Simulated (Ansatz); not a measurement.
# SiAsH (singlet): the correlation ladder at a displaced geometry (v1), cc-pVTZ

One table from this session's results is given with a row withheld; the runs are named, their logs left out.

The runs use Ansatz 0.2.0, Gaussian basis; cc-pVTZ, core rule «outside noble gas», up to 19 orbitals frozen.

To be run: UHF; CCSD(T) on RHF; CCSD(T) on UHF; BCCD(T) on RHF; CCSDT(Q) on RHF; CASSCF and NEVPT2, 10 electrons in 9 orbitals.

8 further runs of the same task are left out: 4 that didn't finish, 4 set aside as unsound or not needed.

**The geometry**

The geometry is a PBE0/def2-TZVP stationary point (not a proven minimum) with its atoms shifted at random (size 0.040 Å). No spin-orbit coupling is included. The filled d shell of As may be among the frozen orbitals whatever the setting's name suggests; the logs give the count.

3 atoms, charge 0, spin multiplicity 1.

Atoms are counted from 1 here; the program's logs count them from 0.

Bond lengths: Si1–As2 2.160 Å, As2–H3 1.648 Å. Angles: Si1–As2–H3 56.9°.

The first run:

File in.yaml:

```yaml
crystal:
  periodic: [false, false, false]
  atoms:
    - {symbol: Si, position_ang: [0.000143, -0.015209, 1.567674]}
    - {symbol: As, position_ang: [-0.000690, -0.012675, -0.591830]}
    - {symbol: H, position_ang: [0.047274, 1.365958, 0.309525]}
basis:
  gaussian: {orbitals: cc-pVTZ}
magnetization: {spin_polarized: true, initial_magnetization: 0}
hamiltonian: {xc: hf}
output: {orbitals: {seedname: orbitals}}
```

Command:

```console
> ansatz run in.yaml --threads 1 --pin off --events-out ev --progress --plain --max-ram 2393MiB
```

Steps of the session up to this table: UHF; CCSD(T) on RHF; CCSD(T) on UHF; BCCD(T) on RHF; CCSDT(Q) on RHF; CASSCF and NEVPT2, 10 electrons in 9 orbitals.

One of the session's tables, all rows but one given; the rest of the session is left out.

It belongs to the step «Misses and costs». 

```
        method  from RCCSDT(Q) (kJ/mol)
           RHF                   +726.5
           UHF                   +725.3
          RMP2                   +114.1
         RCCSD                    +48.7
      RCCSD(T)                     +6.3
       BCCD(T)                     +6.2
        RCCSDT                     +3.7
     RCCSDT(Q)                        0
CASSCF valence                   +504.7
NEVPT2 valence                        ?
```

Estimate the missing values for NEVPT2 valence.

The run gave: from RCCSDT(Q) (kJ/mol): +111.2. In the column «from RCCSDT(Q) (kJ/mol)» it lies between RCCSD (+48.7) and RMP2 (+114.1).

Not comparable, so not listed: CCSD(T) on UHF (they don't share determinant, frozen orbitals or solution with the rows shown, or repeat one).

Caveats from the session: Warnings: restricted reference is unstable; spin contamination; large T1 diagnostic.
